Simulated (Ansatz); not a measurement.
# FH₃MoN₂O: basis-set convergence

The task here is to estimate one member of a computed series from the others.

Computed with Ansatz 0.2.0, Gaussian basis. Level: one geometry, several basis sets.

Levels to be run: PBE0-D4/def2-SVP; ωB97M-V/def2-SVP; PBE0-D4/def2-QZVPP; ωB97M-V/def2-QZVPP; the functionals' def2-TZVPP values are taken from earlier runs.

### The geometry

An earlier PBE0-D4 in a triple-zeta def2 set relaxation fixed the geometry. Mo takes the def2 core potential; no spin-orbit term is included.

SMILES `[NH]=[Mo](=[NH])([OH])[F]`, 8 atoms, charge 0, spin multiplicity 1.

Atoms are counted from 1 here; the program's logs count them from 0.

Bond lengths: N1–Mo2 1.721 Å, N1–H6 1.011 Å, Mo2–N3 1.718 Å, Mo2–O4 1.884 Å, Mo2–F5 1.864 Å, N3–H7 1.010 Å, O4–H8 0.961 Å. Angles: Mo2–N1–H6 152.0°, N1–Mo2–N3 109.9°, N1–Mo2–O4 108.5°, N1–Mo2–F5 108.7°, N3–Mo2–O4 107.3°, N3–Mo2–F5 109.1°, O4–Mo2–F5 113.3°, Mo2–N3–H7 155.9°, Mo2–O4–H8 119.3°.

Set-up of the first run:

File in.yaml:

```yaml
crystal:
  periodic: [false, false, false]
  atoms:
    - {symbol: N, position_ang: [-1.054081, 0.892291, 0.551577]}
    - {symbol: Mo, position_ang: [0.084721, 0.044329, -0.421247]}
    - {symbol: N, position_ang: [1.636233, 0.099349, 0.314016]}
    - {symbol: O, position_ang: [-0.432362, -1.764925, -0.507026]}
    - {symbol: F, position_ang: [0.171868, 0.867235, -2.091219]}
    - {symbol: H, position_ang: [-1.299453, 1.446562, 1.361049]}
    - {symbol: H, position_ang: [2.317314, 0.365657, 1.010995]}
    - {symbol: H, position_ang: [-1.332140, -2.007498, -0.273945]}
basis:
  gaussian: {orbitals: def2-SVP}
hamiltonian: {xc: pbe0, dispersion: d4}
output: {orbitals: {seedname: orbitals}}
```

Steps of the session up to this table: PBE0-D4 in def2-SVP; ωB97M-V in def2-SVP; PBE0-D4 in def2-QZVPP; ωB97M-V in def2-QZVPP.

One of the session's tables, all rows but one given; the rest of the session is left out.

It belongs to the step «Density functionals: the series». 

```
functional       basis  HOMO (eV)
   PBE0-D4    def2-SVP      -8.02
   PBE0-D4  def2-TZVPP          ?
   PBE0-D4  def2-QZVPP      -8.15
   ωB97M-V    def2-SVP     -10.26
   ωB97M-V  def2-TZVPP     -10.37
   ωB97M-V  def2-QZVPP     -10.41
```

Q: Estimate the row for PBE0-D4, def2-TZVPP from the others.

**Answer.** HOMO (eV): -8.12. In the column «HOMO (eV)» it lies between PBE0-D4, def2-QZVPP (-8.15) and PBE0-D4, def2-SVP (-8.02).
